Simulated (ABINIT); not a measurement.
The system is Cd2TeS.

```
Te Cd S
1.0
     4.44222    0.00000    0.00000
    -2.22111    3.84707    0.00000
     0.00000    0.00000    7.26964
Te Cd S
1 2 1
Direct
  0.00000 0.00000 0.63004
  0.00000 0.00000 0.02425
  0.66667 0.33333 0.47354
  0.66667 0.33333 0.12016
```

The cell comes from a database or a generator and needn't be the stable form of this composition.

```yaml
Program: ABINIT 10.8.3 (patched build)
Task: relaxation of cell and atoms
Functional: PBEsol
Potentials_or_basis: JTH PAW PBE v2.0
Cutoff: 599 eV
k_mesh: 7 × 7 × 4
Occupations: fermi-dirac, width 0.05 eV
Spin: no spin polarisation
```

At the start: pressure -2.5 GPa; volume 31.06 Å³/atom.

Task: How do energy, volume and symmetry change on relaxing?

Result: Over 11 steps the energy falls by 14.6 meV/atom and the volume is 29.28 Å³/atom (-5.7 %); space group P3m1 (No. 156, to 0.05 Å).

Step by step:
```tsv
step	energy change (eV)	largest force (eV/Å)	pressure (GPa)	volume (Å³)
1	0.0000	0.0759	-2.51	124.23
2	-0.0141	0.0563	-2.21	123.28
3	-0.0528	0.2024	0.33	116.10
4	-0.0361	0.4695	0.55	116.51
5	-0.0564	0.1356	-0.10	117.20
6	-0.0572	0.1020	-0.08	117.19
7	-0.0585	0.0076	0.00	117.16
8	-0.0585	0.0044	0.00	117.16
9	-0.0585	0.0069	0.00	117.14
10	-0.0585	0.0084	0.00	117.14
11	-0.0586	0.0035	0.00	117.13
```

Final structure:
```
Te Cd S
1.0
     4.34974    0.00000    0.00000
    -2.17487    3.76698    0.00000
     0.00000    0.00000    7.14871
Te Cd S
1 2 1
Direct
  0.00000 0.00000 0.63114
  0.00000 0.00000 0.02543
  0.66667 0.33333 0.47174
  0.66667 0.33333 0.11969
```

Caveat: the PAW data sets were made with another functional, which shifts forces and pressure a little.
